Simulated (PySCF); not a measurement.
# C4H7BN2O: the cost of one run

Computed with PySCF 2.14.0, with density-fitted response routines of our own, on a single molecule in the gas phase. Atoms count from 0, in the outputs and in this text.

## 1. The molecule as given

15 atoms, charge 0, multiplicity 1; geometry from: GFN2-xTB.

Bonds of the start (Å): C0–N1 1.46, N1–B2 1.76, B2–O3 1.41, B2–C4 1.56, C4–C5 1.21, C5–C6 1.36, C6–N7 1.15, C0–H8 1.09, C0–H9 1.09, C0–H10 1.09, N1–H11 1.02, N1–H12 1.02, B2–H13 1.20, O3–H14 0.95.

## 2. J couplings: B3LYP/pcJ-1

The job: settings as JSON, then the geometry in Å.

```
{"job": {"kind": "j", "xc": "B3LYP", "basis": "pcJ-1"}, "charge": 0, "multiplicity": 1}
C     -1.517873     0.859138    -0.553757
N     -1.195033    -0.150899     0.452000
B      0.113473    -1.201324    -0.070482
O     -0.302880    -1.715271    -1.320339
C      1.301810    -0.201574    -0.176588
C      2.253632     0.546972    -0.251532
C      3.299523     1.415749    -0.317199
N      4.168920     2.169227    -0.362965
H     -0.667435     1.527997    -0.666082
H     -1.675762     0.350907    -1.503308
H     -2.405100     1.436281    -0.287735
H     -0.913230     0.277132     1.329232
H     -1.996731    -0.752607     0.619894
H      0.219185    -1.967464     0.844100
H     -0.686912    -2.586275    -1.262807
```

With the program's defaults for keys left out, this is: B3LYP/pcJ-1 indirect spin-spin coupling, non-relativistic, gas phase.

Run with:

```
OMP_NUM_THREADS=1 python probes_run.py task.json out
```

One launch serves the whole session: the jobs run in the order shown.

**Question.** How long does this job take on 1 thread of Arm Neoverse N1, shared host, and how much memory does it need?

About 2.4 min, with a peak of 1.2 GiB.
